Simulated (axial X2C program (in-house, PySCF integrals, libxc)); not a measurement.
**RuNa⁺: from the state search to constants**

What are the state, bond length, wavenumber and bond energy of RuNa⁺, and what does spin–orbit coupling change?

The runs use an in-house X2C program for linear molecules on PySCF integrals; all-electron X2C, Ru dyall-cv3z, Na dyall-cv3z.

All values are calculated.

## 1. Input

task.json reads:

```json
{"zs": [44, 11], "q": 1, "bas": ["dyall-cv3z", "dyall-cv3z"], "levels": ["PBE0", "HF", "PBE"], "cc": true, "r0": 2.8, "thr": -1.0, "nmax": 90, "npts": 10, "nst": 2, "ntry": 6}
```

Keys: zs atomic numbers; q charge; bas basis sets; levels methods (HF also brings MP2); cc coupled cluster on or off; r0 starting distance in Å; thr threshold in hartree for freezing inner shells (an s shell follows its p shell); nmax most natural virtual spinors; npts points asked for on the curve; nst determinants followed; ntry starts of the search.

On the command line:

```console
$ python so2c.py task.json out
```

Spin-free means the one-electron spin-free X2C Hamiltonian; two-component (2c) means X2C with spin–orbit coupling and atomic mean-field two-electron Coulomb and Gaunt terms. Basis: Ru dyall-cv3z contracted to [12s12p8d5f3g], Na dyall-cv3z contracted to [9s8p5d2f]; Gaussian nuclei, density fitting. Masses: Ru 101.904 u, Na 22.990 u.

Notation: σ, π±, δ± give the projection m of an orbital's angular momentum (0, ±1, ±2), α and β its spin, Λ and M_S the sums; ω is the projection of a spinor's total angular momentum and Ω the sum. Logs are in hartree.

The results follow Hamiltonian by Hamiltonian and level by level.

## 2. Search for the lowest determinant

PBE0 moves the distance from 2.800 Å to 3.150 Å and compares determinants there.

Spin-free determinants:

```tsv
ΔE (eV)	state	open shells
0.00	M_S = 2, Λ = 2	beyond closed shells: σα, π+α, π-α, δ+α, δ+β, δ-α
0.03	M_S = 2, Λ = 0	beyond closed shells: 2 × σα, δ+α, δ-α
0.30	M_S = 2, Λ = 1	beyond closed shells: σα, π+α, π+β, π-α, δ+α, δ-α
0.34	M_S = 2, Λ = 3	beyond closed shells: 2 × σα, π+α, π+β, π-α, δ+α, δ+β, δ-α
0.48	M_S = 1, Λ = 0	beyond closed shells: δ+α, δ-α
0.68	M_S = 1, Λ = 2	beyond closed shells: σβ, π+α, π-α, δ+α, δ+β, δ-α
0.74	M_S = 1, Λ = 3	beyond closed shells: π+α, π+β, π-α, δ+α, δ+β, δ-α
```

Two-component determinants:

```csv
ΔE (eV),state,open shells
0.00,Ω = 4,"excess of +ω over −ω: ω = 3/2, ω = 5/2"
0.15,Ω = 2,"excess of +ω over −ω: 2 × ω = 1/2, ω = -3/2, ω = 5/2"
0.29,Ω = 5,"excess of +ω over −ω: 2 × ω = 1/2, ω = 3/2, ω = 5/2"
0.36,Ω = 3,"excess of +ω over −ω: ω = 1/2, ω = 5/2"
0.46,Ω = 1,"excess of +ω over −ω: ω = -3/2, ω = 5/2"
0.54,Ω = 3,"excess of +ω over −ω: ω = 1/2, ω = 5/2"
0.63,Ω = 1,"excess of +ω over −ω: ω = -1/2, ω = 3/2"
```

## 3. PBE0, spin-free

State followed: M_S = 2, Λ = 2 (beyond closed shells: σα, π+α, π-α, δ+α, δ+β, δ-α). The scan is laid around 3.153 Å, a first estimate of the minimum, and this SCF restarts from the orbitals of the search.

The SCF at the reference distance of 3.153 Å:

```text
spin-free X2C-1e  PBE0
basis functions 222  fitting functions 995  grid points 5088
iter        total energy     max residual
   1      -4692.275515749     6.69e-02
   2      -4692.276153431     1.61e-04
   3      -4692.276153591     2.50e-05
   4      -4692.276153592     2.98e-05
   5      -4692.276153609     3.67e-06
   6      -4692.276153610     1.30e-06
converged
one-electron -6626.99988177  Coulomb 2002.23190412  exact exchange -36.59694537  xc functional -112.14236604  nuclear repulsion 81.23113545
```

Along the bond, energies from the lowest point:

| R (Å) | E (eV) | μ (D) | HOMO (eV) | LUMO (eV) | iterations |
| --- | --- | --- | --- | --- | --- |
| 2.743 | 0.1392 | 6.53 | -10.56 | -7.44 | 12 |
| 2.869 | 0.0569 | 6.94 | -10.43 | -7.36 | 12 |
| 2.964 | 0.0222 | 7.27 | -10.34 | -7.29 | 12 |
| 3.058 | 0.0049 | 7.61 | -10.25 | -7.23 | 12 |
| 3.153 | 0.0000 | 7.96 | -10.16 | -7.16 | 6 |
| 3.263 | 0.0074 | 8.38 | -10.05 | -7.09 | 10 |
| 3.374 | 0.0241 | 8.81 | -9.95 | -7.01 | 10 |
| 3.516 | 0.0546 | 9.38 | -9.81 | -6.92 | 11 |
| 3.689 | 0.1006 | 10.10 | -9.64 | -6.80 | 12 |
| 3.941 | 0.1732 | 11.19 | -9.39 | -6.65 | 12 |

Dipoles are positive if Na is the positive end and refer to the centre of mass.

Outer orbitals at the reference distance:

```csv
symmetry,occupied,ε (eV),atomic character
π+α,yes,-12.75,99% Ru d
π-α,yes,-12.75,99% Ru d
δ-α,yes,-12.31,100% Ru d
δ+α,yes,-12.31,100% Ru d
σα,yes,-12.03,97% Ru d
σβ,yes,-10.62,"93% Ru d, 2% Na s, 2% Ru s"
σα,yes,-10.19,"64% Ru s, 16% Na s, 13% Na p"
δ+β,yes,-10.16,100% Ru d
σβ,no,-7.16,"51% Ru s, 30% Na s, 8% Na p"
δ-β,no,-6.51,100% Ru d
π+β,no,-6.45,97% Ru d
π-β,no,-6.32,97% Ru d
```

PBE0 fields in the half plane through the axis: z from -2.4 to 5.4 Å across, distance from the axis 0.15 to 2.25 Å upwards; Ru lies at z = 0 and Na at z = 3.153 Å; the ELF is damped to zero where the density is low.

log10 density (e/bohr³). Ten even steps from '0' (-5.81 ) to '9' (1.72 ):
```
112233333333333322221111000
122333444444333333222211100
223334444444443333332221100
233344555554444443333322110
233445566655544444444332110
334455667665554455665433211
334556777776555556776543211
334556789876655567887643211
```

ELF. Ten even steps from '0' (0.00 ) to '9' (0.85 ):
```
000000112222121100000000000
000001122222234420000000000
000001223333346520000000000
000001233322357400000000000
001111245422467100010000000
011222368633476003664100000
012345786875575018998410000
123468927297684049669610000
```

Re = 3.144 Å, ωe = 128.7 cm⁻¹, Be = 0.09092 cm⁻¹, De = 0.629 eV, μ = 7.92 D.

## 4. HF, spin-free

Output at 3.153 Å:

```text
spin-free X2C-1e  HF
basis functions 222  fitting functions 995  grid points 5088
iter        total energy     max residual
   1      -4689.924623680     3.63e-01
   2      -4689.947305132     4.50e-03
   3      -4689.948612087     3.20e-03
   4      -4689.949232288     2.65e-03
   5      -4689.949637716     2.13e-03
   6      -4689.949975653     1.24e-03
   7      -4689.950106323     4.48e-04
   8      -4689.950121809     3.20e-04
   9      -4689.950129325     1.80e-04
  10      -4689.950132418     7.35e-05
  11      -4689.950132831     2.89e-05
  12      -4689.950132896     1.57e-05
  13      -4689.950132914     4.46e-06
  14      -4689.950132915     1.28e-06
converged
one-electron -6627.54508219  Coulomb 2002.89112689  exact exchange -146.52731307  xc functional 0.00000000  nuclear repulsion 81.23113545
```

Re = 3.314 Å, ωe = 111.0 cm⁻¹, ωexe = 0.505 cm⁻¹, Be = 0.08183 cm⁻¹, De = 0.629 eV, μ = 7.79 D.

## 5. PBE, spin-free

Output at 3.153 Å:

```text
spin-free X2C-1e  PBE
basis functions 222  fitting functions 995  grid points 5088
iter        total energy     max residual
   1      -4692.194174098     1.22e-01
   2      -4692.196174402     9.92e-03
   3      -4692.188799314     2.34e-02
   4      -4692.197919481     1.50e-03
   5      -4692.197980862     5.37e-04
   6      -4692.197985869     3.33e-04
   7      -4692.197988564     7.95e-05
   8      -4692.197988731     1.63e-05
   9      -4692.197988743     1.01e-05
  10      -4692.197988745     2.41e-06
  11      -4692.197988745     2.58e-07
converged
one-electron -6626.10415848  Coulomb 2001.28216811  exact exchange 0.00000000  xc functional -148.60713383  nuclear repulsion 81.23113545
```

Re = 3.142 Å, ωe = 130.7 cm⁻¹, Be = 0.09101 cm⁻¹, De = 0.607 eV, μ = 7.91 D.

## 6. MP2 and beyond, spin-free

Correlated methods: 8 electrons correlated (frozen shells, counted by type: Ru 4 s, 3 p, 1 d; Na 2 s, 1 p), 314 virtual spinors in MP2, 90 natural virtuals in coupled cluster.

Output of the correlated part at 3.153 Å:

```text
correlated 8  virtual 314  natural virtual 90  E(MP2) -0.190527732  MP2 remainder -0.004182366
iter   CCSD correlation   residual
   1     -0.185619763   6.68e-02
   2     -0.188286050   3.27e-02
   3     -0.189145090   1.69e-02
   4     -0.189302739   7.19e-03
   5     -0.189373094   3.07e-03
   6     -0.189393110   1.59e-03
   7     -0.189396136   6.10e-04
   8     -0.189399646   1.84e-04
   9     -0.189399489   7.31e-05
  10     -0.189399648   2.26e-05
  11     -0.189399682   8.24e-06
  12     -0.189399749   3.52e-06
  13     -0.189399795   1.65e-06
  14     -0.189399795   7.54e-07
(T) -0.007903801  T1 0.0375  D1 0.0893  max T2 0.051
```

T1 in the output is the amplitude norm over the root of the electron number; divide by √2 for the Lee–Taylor value.

MP2: Re = 3.194 Å, ωe = 122.0 cm⁻¹, Be = 0.08811 cm⁻¹, De = 0.468 eV.

CCSD: Re = 3.215 Å, ωe = 121.1 cm⁻¹, ωexe = 0.801 cm⁻¹, Be = 0.08695 cm⁻¹, De = 0.526 eV. T1 at Re = 0.027 (Lee–Taylor, the printed value over √2).

CCSD(T): Re = 3.208 Å, ωe = 122.7 cm⁻¹, ωexe = 0.834 cm⁻¹, Be = 0.08732 cm⁻¹, De = 0.517 eV. T1 at Re = 0.027 (Lee–Taylor, the printed value over √2).

## 7. A higher determinant, spin-free

State: M_S = 2, Λ = 0 (beyond closed shells: 2 × σα, δ+α, δ-α).

Output at the reference distance:

```text
spin-free X2C-1e  PBE0
basis functions 222  fitting functions 995  grid points 5088
iter        total energy     max residual
   1      -4692.274422947     6.37e-02
   2      -4692.275052733     1.57e-04
   3      -4692.275052891     1.36e-05
   4      -4692.275052892     1.34e-05
converged
one-electron -6627.15088745  Coulomb 2002.40001853  exact exchange -36.59996405  xc functional -112.15535537  nuclear repulsion 81.23113545
```

| R (Å) | E above the lowest PBE0 point (eV) |
| --- | --- |
| 2.743 | 0.122 |
| 2.869 | 0.064 |
| 2.964 | 0.041 |
| 3.058 | 0.031 |
| 3.153 | 0.030 |
| 3.263 | 0.039 |
| 3.374 | 0.055 |
| 3.516 | 0.084 |
| 3.689 | 0.126 |

Re = 3.111 Å, ωe = 117.7 cm⁻¹, Be = 0.09285 cm⁻¹, μ = 7.89 D. Te = 0.03 eV.

## 8. The spin-free curves together

Energy (eV) of the followed determinant, spin-free, from each level's lowest point:

| R (Å) | PBE0 | HF | MP2 | CCSD | CCSD(T) | PBE |
| --- | --- | --- | --- | --- | --- | --- |
| 2.743 | 0.139 | 0.233 | 0.168 | n/a | n/a | 0.142 |
| 2.869 | 0.057 | 0.124 | 0.075 | 0.085 | 0.083 | 0.058 |
| 2.964 | 0.022 | 0.070 | 0.034 | 0.040 | 0.038 | 0.022 |
| 3.058 | 0.005 | 0.033 | 0.010 | 0.013 | 0.012 | 0.005 |
| 3.153 | 0.000 | 0.011 | 0.000 | 0.001 | 0.000 | 0.000 |
| 3.263 | 0.007 | 0.000 | 0.001 | 0.000 | 0.000 | 0.008 |
| 3.374 | 0.024 | 0.000 | 0.013 | 0.010 | 0.011 | 0.025 |
| 3.516 | 0.055 | 0.014 | 0.038 | 0.033 | 0.035 | 0.057 |
| 3.689 | 0.101 | 0.043 | 0.078 | n/a | n/a | 0.104 |
| 3.941 | 0.173 | 0.103 | 0.143 | n/a | n/a | 0.178 |

## 9. PBE0, 2c

State followed: Ω = 4 (excess of +ω over −ω: ω = 3/2, ω = 5/2). The scan is laid around 3.153 Å, a first estimate of the minimum, and this SCF restarts from the orbitals of the search.

Output at 3.153 Å:

```text
two-component X2C + atomic mean field  PBE0
basis functions 222  fitting functions 995  grid points 5088
iter        total energy     max residual
   1      -4690.426456624     6.69e-02
   2      -4690.427095353     1.61e-04
   3      -4690.427095516     2.66e-05
   4      -4690.427095520     3.07e-05
   5      -4690.427095539     3.91e-06
   6      -4690.427095539     1.94e-06
converged
one-electron -6622.00907786  Coulomb 2001.26585742  exact exchange -36.57727688  xc functional -112.08427915  nuclear repulsion 81.23113545  atomic mean-field constant -2.25345453
```

Along the bond, energies from the lowest point:

| R (Å) | E (eV) | μ (D) | HOMO (eV) | LUMO (eV) | iterations |
| --- | --- | --- | --- | --- | --- |
| 2.743 | 0.1389 | 6.52 | -10.59 | -7.44 | 12 |
| 2.869 | 0.0566 | 6.93 | -10.47 | -7.35 | 12 |
| 2.964 | 0.0220 | 7.26 | -10.38 | -7.29 | 12 |
| 3.058 | 0.0048 | 7.60 | -10.28 | -7.22 | 12 |
| 3.153 | 0.0000 | 7.95 | -10.18 | -7.16 | 6 |
| 3.263 | 0.0075 | 8.37 | -10.07 | -7.08 | 10 |
| 3.374 | 0.0242 | 8.80 | -9.95 | -7.01 | 10 |
| 3.516 | 0.0549 | 9.37 | -9.81 | -6.91 | 11 |
| 3.689 | 0.1010 | 10.09 | -9.63 | -6.80 | 12 |
| 3.941 | 0.1738 | 11.18 | -9.38 | -6.65 | 12 |

Dipoles are positive if Na is the positive end and refer to the centre of mass.

Outer spinors at the reference distance:

```
   ω  occupied  ε (eV)              atomic character    λ mixture
-1/2       yes  -12.81                      99% Ru d       100% π
 3/2       yes  -12.67                      99% Ru d       100% π
-3/2       yes  -12.43                     100% Ru d       100% δ
 5/2       yes  -12.16                     100% Ru d       100% δ
 1/2       yes  -12.03                      97% Ru d  99% σ, 1% π
-1/2       yes  -10.61    93% Ru d, 2% Na s, 2% Ru s       100% σ
 3/2       yes  -10.28                     100% Ru d       100% δ
 1/2       yes  -10.18  64% Ru s, 17% Na s, 13% Na p       100% σ
-1/2        no   -7.16   51% Ru s, 30% Na s, 8% Na p       100% σ
 1/2        no   -6.49                      97% Ru d  99% π, 1% σ
-5/2        no   -6.40                     100% Ru d       100% δ
-3/2        no   -6.27             97% Ru d, 2% Na p       100% π
```

PBE0 fields in the half plane through the axis: z from -2.4 to 5.4 Å across, distance from the axis 0.15 to 2.25 Å upwards; Ru lies at z = 0 and Na at z = 3.153 Å; the ELF is damped to zero where the density is low.

log10 density (e/bohr³). Ten even steps from ' ' (-5.81 ) to '@' (1.72 ):
```
....::::------------------------::::::::........      
..::::------============------------::::::::......    
::::------==================------------::::::....    
::------====++++++++++============----------::::....  
::----====++++******++++++================----::....  
----====++++****##****++++++====++++****++==----::....
----==++++**##########**++++++++++**####**++==--::....
----==++++**##%%@@%%##****++++++**##%%%%##**==--::....
```

ELF. Ten even steps from '0' (0.00 ) to '9' (0.85 ):
```
000000112222122100000000000
000001122222234420000000000
000001223333356520000000000
000011233322357400000000000
001111245422467100010000000
011222368633476003664100000
012345786875575018998410000
123468927297684049669610000
```

Re = 3.143 Å, ωe = 128.8 cm⁻¹, Be = 0.09096 cm⁻¹, De = 0.632 eV, μ = 7.91 D.

## 10. HF, 2c

The SCF at the reference distance of 3.153 Å:

```text
two-component X2C + atomic mean field  HF
basis functions 222  fitting functions 995  grid points 5088
iter        total energy     max residual
   1      -4688.074647014     3.63e-01
   2      -4688.097394289     4.49e-03
   3      -4688.098715959     3.21e-03
   4      -4688.099347519     2.66e-03
   5      -4688.099761858     2.14e-03
   6      -4688.100115426     1.24e-03
   7      -4688.100258992     4.47e-04
   8      -4688.100279264     3.29e-04
   9      -4688.100290881     2.76e-04
  10      -4688.100297625     2.15e-04
  11      -4688.100299988     1.76e-04
  12      -4688.100301644     1.40e-04
  13      -4688.100303490     8.20e-05
  14      -4688.100304228     3.89e-05
  15      -4688.100304450     1.14e-05
  16      -4688.100304474     3.71e-06
  17      -4688.100304476     2.30e-06
  18      -4688.100304476     1.75e-06
converged
one-electron -6622.56239772  Coulomb 2001.93287963  exact exchange -146.44846731  xc functional 0.00000000  nuclear repulsion 81.23113545  atomic mean-field constant -2.25345453
```

Re = 3.314 Å, ωe = 110.9 cm⁻¹, ωexe = 0.502 cm⁻¹, Be = 0.08181 cm⁻¹, De = 0.631 eV, μ = 7.78 D.

## 11. PBE, 2c

Output at 3.153 Å:

```text
two-component X2C + atomic mean field  PBE
basis functions 222  fitting functions 995  grid points 5088
iter        total energy     max residual
   1      -4690.345394927     1.22e-01
   2      -4690.347388615     1.00e-02
   3      -4690.339875275     2.37e-02
   4      -4690.349158560     1.52e-03
   5      -4690.349221321     5.40e-04
   6      -4690.349226285     3.38e-04
   7      -4690.349229065     8.14e-05
   8      -4690.349229241     1.68e-05
   9      -4690.349229254     1.00e-05
  10      -4690.349229256     2.49e-06
  11      -4690.349229257     2.49e-07
converged
one-electron -6621.10906065  Coulomb 2000.31188927  exact exchange 0.00000000  xc functional -148.52973880  nuclear repulsion 81.23113545  atomic mean-field constant -2.25345453
```

Re = 3.142 Å, ωe = 130.8 cm⁻¹, Be = 0.09104 cm⁻¹, De = 0.668 eV, μ = 7.90 D.

## 12. MP2 and beyond, 2c

Correlated methods: 8 electrons correlated (frozen shells, counted by type: Ru 4 s, 3 p, 1 d; Na 2 s, 1 p), 314 virtual spinors in MP2, 90 natural virtuals in coupled cluster.

Output of the correlated part at 3.153 Å:

```text
correlated 8  virtual 314  natural virtual 90  E(MP2) -0.190578735  MP2 remainder -0.004196988
iter   CCSD correlation   residual
   1     -0.185678231   6.69e-02
   2     -0.188358057   3.29e-02
   3     -0.189226165   1.70e-02
   4     -0.189388970   7.31e-03
   5     -0.189461455   3.18e-03
   6     -0.189482757   1.69e-03
   7     -0.189486396   7.21e-04
   8     -0.189490350   3.26e-04
   9     -0.189490398   2.22e-04
  10     -0.189490459   1.45e-04
  11     -0.189490625   8.50e-05
  12     -0.189491014   3.33e-05
  13     -0.189491253   1.23e-05
  14     -0.189491234   5.48e-06
(T) -0.007904035  T1 0.0377  D1 0.0894  max T2 0.051
```

MP2: Re = 3.194 Å, ωe = 122.1 cm⁻¹, Be = 0.08812 cm⁻¹, De = 0.470 eV.

CCSD: Re = 3.216 Å, ωe = 119.2 cm⁻¹, Be = 0.08688 cm⁻¹, De = 0.528 eV. T1 at Re = 0.027 (Lee–Taylor, the printed value over √2).

CCSD(T): Re = 3.209 Å, ωe = 121.3 cm⁻¹, Be = 0.08727 cm⁻¹, De = 0.519 eV. T1 at Re = 0.027 (Lee–Taylor, the printed value over √2).

## 13. A higher determinant, 2c

State: Ω = 2 (excess of +ω over −ω: 2 × ω = 1/2, ω = -3/2, ω = 5/2).

Output at the reference distance:

```text
two-component X2C + atomic mean field  PBE0
basis functions 222  fitting functions 995  grid points 5088
iter        total energy     max residual
   1      -4690.421128288     6.38e-02
   2      -4690.421759240     1.57e-04
   3      -4690.421759400     2.57e-05
   4      -4690.421759409     2.60e-05
   5      -4690.421759423     5.04e-06
   6      -4690.421759424     4.10e-06
converged
one-electron -6622.11333097  Coulomb 2001.38996997  exact exchange -36.58003831  xc functional -112.09604104  nuclear repulsion 81.23113545  atomic mean-field constant -2.25345453
```

| R (Å) | E above the lowest PBE0 point (eV) |
| --- | --- |
| 2.743 | 0.238 |
| 2.869 | 0.180 |
| 2.964 | 0.157 |
| 3.058 | 0.146 |
| 3.153 | 0.145 |
| 3.263 | 0.154 |
| 3.374 | 0.170 |
| 3.516 | 0.199 |
| 3.689 | 0.241 |

Re = 3.113 Å, ωe = 117.5 cm⁻¹, Be = 0.09274 cm⁻¹, μ = 7.89 D. Te = 0.14 eV.

## 14. The 2c curves together

Energy (eV) of the followed determinant, 2c, from each level's lowest point:

| R (Å) | PBE0 | HF | MP2 | CCSD | CCSD(T) | PBE |
| --- | --- | --- | --- | --- | --- | --- |
| 2.743 | 0.139 | 0.233 | 0.168 | n/a | n/a | 0.142 |
| 2.869 | 0.057 | 0.124 | 0.075 | 0.085 | 0.083 | 0.058 |
| 2.964 | 0.022 | 0.070 | 0.034 | 0.040 | 0.038 | 0.022 |
| 3.058 | 0.005 | 0.034 | 0.010 | 0.013 | 0.012 | 0.005 |
| 3.153 | 0.000 | 0.012 | 0.000 | 0.001 | 0.000 | 0.000 |
| 3.263 | 0.007 | 0.000 | 0.001 | 0.000 | 0.000 | 0.008 |
| 3.374 | 0.024 | 0.000 | 0.013 | 0.009 | 0.010 | 0.025 |
| 3.516 | 0.055 | 0.013 | 0.038 | 0.033 | 0.034 | 0.057 |
| 3.689 | 0.101 | 0.043 | 0.078 | n/a | n/a | 0.104 |
| 3.941 | 0.174 | 0.103 | 0.143 | n/a | n/a | 0.178 |

Time for the job: 2.9 min (1 thread of Arm Neoverse V1, shared host).

## 15. Results

Lowest determinant that the search found at its distance, spin-free: M_S = 2, Λ = 2 (beyond closed shells: σα, π+α, π-α, δ+α, δ+β, δ-α).

Lowest determinant that the search found at its distance, 2c: Ω = 4 (excess of +ω over −ω: ω = 3/2, ω = 5/2).

| Hamiltonian | level | Re (Å) | ωe (cm⁻¹) | De (eV) | μ (D) |
| --- | --- | --- | --- | --- | --- |
| spin-free | PBE0 | 3.144 | 128.7 | 0.629 | 7.92 |
| spin-free | HF | 3.314 | 111.0 | 0.629 | 7.79 |
| spin-free | MP2 | 3.194 | 122.0 | 0.468 | n/a |
| spin-free | CCSD | 3.215 | 121.1 | 0.526 | n/a |
| spin-free | CCSD(T) | 3.208 | 122.7 | 0.517 | n/a |
| spin-free | PBE | 3.142 | 130.7 | 0.607 | 7.91 |
| 2c | PBE0 | 3.143 | 128.8 | 0.632 | 7.91 |
| 2c | HF | 3.314 | 110.9 | 0.631 | 7.78 |
| 2c | MP2 | 3.194 | 122.1 | 0.470 | n/a |
| 2c | CCSD | 3.216 | 119.2 | 0.528 | n/a |
| 2c | CCSD(T) | 3.209 | 121.3 | 0.519 | n/a |
| 2c | PBE | 3.142 | 130.8 | 0.668 | 7.90 |

Dipoles are positive if Na is the positive end and refer to the centre of mass.

Time per point (s) on 1 thread of Arm Neoverse V1, shared host (2c runs; CCSD comes with the CCSD(T) run); the times are rough: PBE0 0.8, HF 0.74, MP2 0.94, CCSD(T) 3.4, PBE 0.35.

At CCSD(T), going from spin-free to two-component changes Re by +1 mÅ, ωe by -1.2 %; the spin-free picture holds up (part of it comes from the scalar share of the two-electron terms). De moves by 0.00 eV; both De rest on single-determinant atoms, which can miss part of an open shell's spin–orbit lowering.

De refers to Ru + Na+, each in the lowest determinant found, which need not be this curve's own limit. Each curve is one determinant whose occupation by symmetry is held fixed; it was picked as the lowest of a PBE0 search that is not exhaustive. De is counted from the lowest determinant-based energies of the atoms at the same level, without counterpoise correction. Density functionals use the spin component along the axis (collinear). CCSD and (T) use frozen natural virtuals with an MP2 correction for the truncation. With several unpaired electrons one determinant need not be a pure state. With the outer-core shells frozen, correlated bond lengths of heavy atoms tend to come out a few hundredths of an ångström too long. T1 at Re is 0.027 (Lee–Taylor), above the customary mark of 0.02.
